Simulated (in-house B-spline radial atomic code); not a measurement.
**Eu¹⁸⁺: ionisation energy by several methods**

One table from this session's results is given with a row withheld; the runs are named, their logs left out.

Program: in-house B-spline radial atomic code version 1. Level of theory: scalar-relativistic (X2C), several functionals, spin-polarised; spherical all-electron atom at the radial basis limit. These are calculated values, not measurements, unless marked.

## The atom as given

| Item | Value |
| --- | --- |
| element | europium (Z = 63) |
| charge | +18 |
| electrons | 45 |
| configuration | [Kr] 4d9 |
| nucleus | Fermi, rms radius 5.112 fm |

Outer shells as boxes (Hund's rule):

[Kr] 4d9
```
[Kr] core
4d [↑↓][↑↓][↑↓][↑↓][↑ ]
```

Where spins are not typed, each open shell is filled with up spins first.

Set-up of the first run:

Settings of the run:

```ini
Z = 63
electrons = 45.0
configuration = [Kr] 4d9
hamiltonian = x2c
method = pbesol
spin_polarised = True
nucleus = fermi
rms_radius = 5.1115
mass_number = 153
atomic_mass = 152.921236789
speed_of_light = 137.035999084
```

Among the steps run: PBEsol, a GGA; M06-L, a meta-GGA; exchange-only LDA; RPBE, a GGA; Hartree-Fock.

One of the session's tables, all rows but one given; the rest of the session is left out.

```
           method  ΔSCF (eV)
exchange-only LDA     554.67
           PBEsol          ?
             RPBE     557.18
            M06-L     558.43
     Hartree-Fock     556.16
```

Q: Estimate the row for PBEsol from the others.

The run gave: ΔSCF (eV): 557.08. In the column «ΔSCF (eV)» it lies between Hartree-Fock (556.16) and RPBE (557.18).

Members of this set that are not shown: 2 used exact exchange with fractional occupations of an open shell, which is unsound here.
